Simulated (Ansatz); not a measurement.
A run of Ansatz 0.2.0 is set up as follows.

Contents of input.yaml:

```yaml
crystal:
  lattice:
    - [4.065138, 0.0, 0.0]
    - [0.0, 4.065138, 0.0]
    - [0.0, 0.0, 4.065138]
  atoms:
    - { symbol: Ru, position: [0.5, 0.5, 0.0] }
    - { symbol: Ru, position: [0.5, 0.0, 0.5] }
    - { symbol: Ru, position: [0.0, 0.5, 0.5] }
    - { symbol: Nb, position: [0.0, 0.0, 0.0] }
    - { symbol: C, position: [0.5, 0.5, 0.5] }
hamiltonian:
  xc: lda
  pseudopotentials: { kind: paw }
kpoints:
  mp_grid: { grid: [7, 7, 7] }
scf:
  occupations: { method: fermi_dirac, width: 0.05 }
output:
  forces: true
  stress: true
  eigenvalues: true
  write_density: true
  write_potential: true
  elf: true
  volumetric_format: npy
relax:
  f_tol: 0.01
  max_steps: 40
  cell: { stress_tol: 0.05 }
```

Potentials or basis: Ansatz PAW.

The run is started by

```sh
$ ansatz run input.yaml --threads 2 --pin off --max-ram 5632MiB --backend cpu --events-out ev --progress --plain --runs-dir out
```

Q: What does it give for the relaxed cell?

A: a = 3.986 Å, b = 3.986 Å, c = 3.986 Å, α = 90.00°, β = 90.00°, γ = 90.00°.

Q: Predict the space group after relaxing (to 0.05 Å).

A: Pm-3m (No. 221).

Final structure:
```xyz
5
Lattice="3.9855 0.0000 0.0000 0.0000 3.9855 0.0000 0.0000 0.0000 3.9855" Properties=species:S:1:pos:R:3 pbc="T T T"
Ru    1.9928    1.9928    0.0000
Ru    1.9928    0.0000    1.9928
Ru    0.0000    1.9928    1.9928
Nb    0.0000    0.0000    0.0000
C     1.9928    1.9928    1.9928
```
